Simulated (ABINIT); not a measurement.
# Ta4NiO11 (Cmmm) in ABINIT: single point with PBE+U

Aim: the single point of Ta4NiO11 with PBE+U.

Everything below comes from runs of ABINIT 10.8.3 (patched build). Logs are shortened: lines on timing, memory, paths and dates and some standing lists are left out, and cuts for length are marked. The log counts tension as positive stress, the text compression.

**1. Starting point**

The structure is orthorhombic, space group Cmmm (No. 65). The conventional cell has a = 3.910 Å, b = 29.659 Å, c = 3.886 Å, α = 90.00°, β = 90.00°, γ = 90.00°. Ta (site symmetry m2m) is surrounded by 5 O at 1.91 to 2.02 Å. Ta (site symmetry m2m) has 5 O at 1.91 to 1.99 Å as nearest neighbours. Around Ni (site symmetry mmm) lie 4 O at 1.88 to 1.95 Å. O (site symmetry m2m) has 2 Ta at 1.91 Å as nearest neighbours. O (site symmetry m2m) is surrounded by 3 Ta at 2.02 to 2.21 Å. O (site symmetry m2m) has 1 Ni at 1.88 Å and 2 Ta at 1.99 Å as nearest neighbours. Around O (site symmetry mmm) lie 2 Ni at 1.95 Å and 2 Ta at 2.24 Å. Around O (site symmetry m2m) lie 2 Ta at 1.95 Å.

The cell was built by a generator and needn't be a form met in nature.

**2. Single point, PBE+U, collinear spin, ferromagnetic start**

Input file run.abi:

```
# Pseudopotentials
pp_dirpath "./"
pseudos "Ta.GGA_PBE-ansatz_soft_1.xml, Ni.GGA_PBE-ansatz_soft_1.xml, O.GGA_PBE-ansatz_soft_1.xml"

# Structure
acell 14.9580320021 14.9580320021 3.8859 Angstrom
rprim
     0.1306956690    -0.9914225346     0.0000000000
     0.1306956690     0.9914225346     0.0000000000
     0.0000000000     0.0000000000     1.0000000000
ntypat 3
znucl 73 28 8
natom 16
typat 1 1 1 1 2 3 3 3 3 3 3 3 3 3 3 3
xred
     0.2043700000     0.7956300000     0.0000000000
     0.9245100000     0.0754900000     0.0000000000
     0.0754900000     0.9245100000     0.0000000000
     0.7956300000     0.2043700000     0.0000000000
     0.5000000000     0.5000000000     0.0000000000
     0.1398700000     0.8601300000     0.0000000000
     0.7210700000     0.2789300000     0.0000000000
     0.4364500000     0.5635500000     0.0000000000
     0.5635500000     0.4364500000     0.0000000000
     0.0000000000     0.0000000000     0.0000000000
     0.8601300000     0.1398700000     0.0000000000
     0.2789300000     0.7210700000     0.0000000000
     0.9279000000     0.0721000000     0.5000000000
     0.0721000000     0.9279000000     0.5000000000
     0.7943600000     0.2056400000     0.5000000000
     0.2056400000     0.7943600000     0.5000000000
chkprim 0
chksymtnons 0
tolsym 1.0e-6

# Plane-wave basis
ecut 16.0
pawecutdg 32.0
pawxcdev 0
pawovlp 30

# k points
kptopt 1
ngkpt 4 4 4
nshiftk 1
shiftk 0.0 0.0 0.0

# Exchange and correlation
ixc 11

# Bands and occupations
nband 82
occopt 3
tsmear 0.05 eV

# Spin
nsppol 2
spinat
     0.0000000000     0.0000000000     0.0000000000
     0.0000000000     0.0000000000     0.0000000000
     0.0000000000     0.0000000000     0.0000000000
     0.0000000000     0.0000000000     0.0000000000
     0.0000000000     0.0000000000     1.0000000000
     0.0000000000     0.0000000000     0.0000000000
     0.0000000000     0.0000000000     0.0000000000
     0.0000000000     0.0000000000     0.0000000000
     0.0000000000     0.0000000000     0.0000000000
     0.0000000000     0.0000000000     0.0000000000
     0.0000000000     0.0000000000     0.0000000000
     0.0000000000     0.0000000000     0.0000000000
     0.0000000000     0.0000000000     0.0000000000
     0.0000000000     0.0000000000     0.0000000000
     0.0000000000     0.0000000000     0.0000000000
     0.0000000000     0.0000000000     0.0000000000

# DFT+U
usepawu 1
lpawu -1 2 -1
upawu 0.0 0.0 0.0 eV
jpawu 0.0 0.0 0.0 eV

# SCF cycle
nstep 100
tolvrs 1.0e-9

# Output
iomode 3
prtwf 0
prtden 0
prteig 0
prtebands 0
enunit 1
```

Potentials or basis: Ansatz PAW PBE generated set soft_1, frozen core.

Started as:

```console
$ mpirun --bind-to none -np 4 abinit run.abi > log 2>&1
```

run.abo:

```text
[... set-up lines left out ...]
 ETOT  1  -579.96748789215    -5.800E+02 1.323E+01 5.130E+02 2.607E-01 2.607E-01
 ETOT  2  -585.12895155439    -5.161E+00 4.496E-01 1.334E+03 1.446E+00 1.707E+00
 ETOT  3  -585.12047453522     8.477E-03 2.593E-01 8.693E+02 1.641E+00 6.578E-02
 ETOT  4  -584.92049562499     2.000E-01 1.272E-01 5.002E+01 2.481E-01 3.139E-01
 ETOT  5  -584.93678951203    -1.629E-02 5.937E-02 5.619E+01 8.702E-02 2.268E-01
 ETOT  6  -584.91823382455     1.856E-02 3.784E-02 4.646E+00 1.691E-01 3.960E-01
 ETOT  7  -584.91841632931    -1.825E-04 4.804E-02 1.973E+00 2.876E-02 4.247E-01
 ETOT  8  -584.91915230526    -7.360E-04 2.086E-02 1.012E+00 5.844E-03 4.306E-01
 ETOT  9  -584.91959108467    -4.388E-04 1.711E-02 8.744E-01 1.714E-03 4.323E-01
 ETOT 10  -584.91954727602     4.381E-05 1.063E-02 2.073E-01 1.657E-03 4.312E-01
[... 19 lines left out ...]
 ETOT 30  -584.92004736510     4.512E-09 1.370E-03 7.117E-07 7.880E-06 4.308E-01
 ETOT 31  -584.92004736711    -2.005E-09 1.551E-03 4.577E-07 4.823E-06 4.308E-01
 ETOT 32  -584.92004737134    -4.235E-09 1.657E-03 1.139E-07 1.196E-05 4.309E-01
 ETOT 33  -584.92004737099     3.579E-10 1.703E-03 9.299E-08 1.952E-06 4.309E-01
 ETOT 34  -584.92004737156    -5.687E-10 1.649E-03 2.153E-08 8.208E-06 4.309E-01
 ETOT 35  -584.92004737154     1.546E-11 1.552E-03 1.026E-08 1.381E-06 4.309E-01
 ETOT 36  -584.92004737151     3.024E-11 1.386E-03 5.709E-09 2.448E-06 4.309E-01
 ETOT 37  -584.92004737152    -1.091E-11 1.224E-03 2.240E-09 8.326E-07 4.309E-01
 ETOT 38  -584.92004737149     2.694E-11 1.040E-03 1.138E-09 3.767E-07 4.309E-01
 ETOT 39  -584.92004737152    -2.865E-11 8.787E-04 8.093E-10 2.195E-07 4.309E-01

 At SCF step   39       nres2   =  8.09E-10 < tolvrs=  1.00E-09 =>converged.

 Cartesian components of stress tensor (hartree/bohr^3)
  sigma(1 1)=  1.20569682E-05  sigma(3 2)=  0.00000000E+00
  sigma(2 2)=  2.47817328E-05  sigma(3 1)=  0.00000000E+00
  sigma(3 3)=  1.33558555E-05  sigma(2 1)=  0.00000000E+00

--- !ResultsGS
iteration_state: {dtset: 1, }
comment   : Summary of ground state results
lattice_vectors:
- [  3.6943201, -28.0241282,   0.0000000, ]
- [  3.6943201,  28.0241282,   0.0000000, ]
- [  0.0000000,   0.0000000,   7.3432868, ]
lattice_lengths: [  28.26658,   28.26658,    7.34329, ]
lattice_angles: [ 90.000,  90.000, 164.980, ] # degrees, (23, 13, 12)
lattice_volume:   1.5205024E+03
convergence: {deltae: -2.865E-11, res2:  8.093E-10, residm:  8.787E-04, diffor: null, }
etotal    :  -5.84920047E+02
entropy   :   0.00000000E+00
fermie    :   1.22053338E-01
cartesian_stress_tensor: # hartree/bohr^3
- [  1.20569682E-05,   0.00000000E+00,   0.00000000E+00, ]
- [  0.00000000E+00,   2.47817328E-05,   0.00000000E+00, ]
- [  0.00000000E+00,   0.00000000E+00,   1.33558555E-05, ]
pressure_GPa:  -4.9226E-01
xred      :
- [  2.0437E-01,   7.9563E-01,   0.0000E+00, Ta]
- [  9.2451E-01,   7.5490E-02,   0.0000E+00, Ta]
- [  7.5490E-02,   9.2451E-01,   0.0000E+00, Ta]
- [  7.9563E-01,   2.0437E-01,   0.0000E+00, Ta]
[... 243 lines left out ...]
Total energy DC     : -5.92360106893360E+04
Total energy (eV)   : -1.61189396651961E+06
Total energy DC (eV): -1.61189396653858E+06
...

 Cartesian components of stress tensor (hartree/bohr^3)
  sigma(1 1)=  1.20569682E-05  sigma(3 2)=  0.00000000E+00
  sigma(2 2)=  2.47817328E-05  sigma(3 1)=  0.00000000E+00
  sigma(3 3)=  1.33558555E-05  sigma(2 1)=  0.00000000E+00

-Cartesian components of stress tensor (GPa)         [Pressure= -4.9226E-01 GPa]
- sigma(1 1)=  3.54728251E-01  sigma(3 2)=  0.00000000E+00
- sigma(2 2)=  7.29103752E-01  sigma(3 1)=  0.00000000E+00
- sigma(3 3)=  3.92942836E-01  sigma(2 1)=  0.00000000E+00

== END DATASET(S) ==============================================================
================================================================================

 -outvars: echo values of variables after computation  --------
            acell      2.8266583867E+01  2.8266583867E+01  7.3432867527E+00 Bohr
           etotal     -5.8492004737E+02
            fcart     -1.9103954849E-19  4.7039035722E-04  5.5391600240E-32
                      -1.7168206132E-19 -7.1181688529E-04  5.5391600240E-32
                      -1.8053318867E-20  7.1181688529E-04  5.5391600240E-32
                       1.3041683012E-21 -4.7039035722E-04 -5.6230866911E-31
                      -9.4867690092E-20 -2.0328790734E-20  5.5391600240E-32
                       2.1852001083E-19 -4.3934873764E-04  5.5391600240E-32
                      -9.6608712955E-20  8.6798159099E-05  5.5391600240E-32
                      -2.2680915368E-19 -1.7630533052E-03  4.8509613544E-31
                       9.0443551148E-19  1.7630533052E-03 -3.7431293496E-31
                      -9.4867690092E-20 -2.0328790734E-20  5.5391600240E-32
                      -1.9141495652E-19  4.3934873764E-04  5.5391600240E-32
                      -9.3126667230E-20 -8.6798159099E-05  5.5391600240E-32
                      -4.6306192162E-19 -1.0404081367E-03  5.5391600240E-32
                       2.7332654144E-19  1.0404081367E-03 -2.1317373426E-31
                       2.3177069943E-20  6.4345034056E-04  5.5391600240E-32
                       2.2076841887E-19 -6.4345034056E-04  5.5391600240E-32
            rprim      1.3069566900E-01 -9.9142253460E-01  0.0000000000E+00
                       1.3069566900E-01  9.9142253460E-01  0.0000000000E+00
                       0.0000000000E+00  0.0000000000E+00  1.0000000000E+00
           strten      1.2056968180E-05  2.4781732838E-05  1.3355855526E-05
                       0.0000000000E+00  0.0000000000E+00  0.0000000000E+00
           xangst      1.9549499994E+00  8.7682261599E+00  0.0000000000E+00
                       1.9549499994E+00 -1.2590737365E+01  0.0000000000E+00
                       1.9549499994E+00  1.2590737365E+01  0.0000000000E+00
                       1.9549499994E+00 -8.7682261599E+00  0.0000000000E+00
                       1.9549499994E+00  0.0000000000E+00  0.0000000000E+00
                       1.9549499994E+00  1.0681261330E+01  0.0000000000E+00
                       1.9549499994E+00 -6.5568168223E+00  0.0000000000E+00
                       1.9549499994E+00  1.8848586830E+00  0.0000000000E+00
                       1.9549499994E+00 -1.8848586830E+00  0.0000000000E+00
                       0.0000000000E+00  0.0000000000E+00  0.0000000000E+00
                       1.9549499994E+00 -1.0681261330E+01  0.0000000000E+00
                       1.9549499994E+00  6.5568168223E+00  0.0000000000E+00
                       1.9549499994E+00 -1.2691282934E+01  1.9429500000E+00
                       1.9549499994E+00  1.2691282934E+01  1.9429500000E+00
                       1.9549499994E+00 -8.7305586457E+00  1.9429500000E+00
                       1.9549499994E+00  8.7305586457E+00  1.9429500000E+00
             xred      2.0437000000E-01  7.9563000000E-01  0.0000000000E+00
                       9.2451000000E-01  7.5490000000E-02  0.0000000000E+00
                       7.5490000000E-02  9.2451000000E-01  0.0000000000E+00
                       7.9563000000E-01  2.0437000000E-01  0.0000000000E+00
                       5.0000000000E-01  5.0000000000E-01  0.0000000000E+00
                       1.3987000000E-01  8.6013000000E-01  0.0000000000E+00
                       7.2107000000E-01  2.7893000000E-01  0.0000000000E+00
                       4.3645000000E-01  5.6355000000E-01  0.0000000000E+00
                       5.6355000000E-01  4.3645000000E-01  0.0000000000E+00
                       0.0000000000E+00  0.0000000000E+00  0.0000000000E+00
                       8.6013000000E-01  1.3987000000E-01  0.0000000000E+00
                       2.7893000000E-01  7.2107000000E-01  0.0000000000E+00
                       9.2790000000E-01  7.2100000000E-02  5.0000000000E-01
                       7.2100000000E-02  9.2790000000E-01  5.0000000000E-01
                       7.9436000000E-01  2.0564000000E-01  5.0000000000E-01
                       2.0564000000E-01  7.9436000000E-01  5.0000000000E-01
 Calculation completed.
```

Run time: 27 min. Hardware: 4 MPI ranks of Arm Neoverse V2, shared host; peak memory 3.4 GiB.

What came out:

- Free energy: -15916.4853 eV
- Pressure: -0.5 GPa
- Largest force: 0.091 eV/Å
- Band gap on the k mesh: none (metal or under the smearing width)
- Net moment: 0.50 μB per cell
- Site moments: Ta +0.00, -0.00; Ni +0.43; O +0.00, +0.05 μB

Forces in eV/Å, atoms in the order of the input:
```
Ta   0.000  0.024  0.000
Ta   0.000 -0.037  0.000
Ta   0.000  0.037  0.000
Ta   0.000 -0.024  0.000
Ni   0.000  0.000  0.000
O    0.000 -0.023  0.000
O    0.000  0.004  0.000
O    0.000 -0.091  0.000
O    0.000  0.091  0.000
O    0.000  0.000  0.000
O    0.000  0.023  0.000
O    0.000 -0.004  0.000
O    0.000 -0.053  0.000
O    0.000  0.053  0.000
O    0.000  0.033  0.000
O    0.000 -0.033  0.000
```

Eigenvalues of the final occupation matrices:
```tsv
site	spin	trace	eigenvalues
atom 5	1	4.50	0.61 0.95 0.98 0.98 0.98
atom 5	2	4.09	0.41 0.79 0.93 0.98 0.98
```

Caveat: the k mesh is coarse (spacing up to 0.41 Å⁻¹), so the values aren't converged; the atomic spheres overlap; a cell with one magnetic atom can't hold antiferromagnetic order, which such compounds often take.
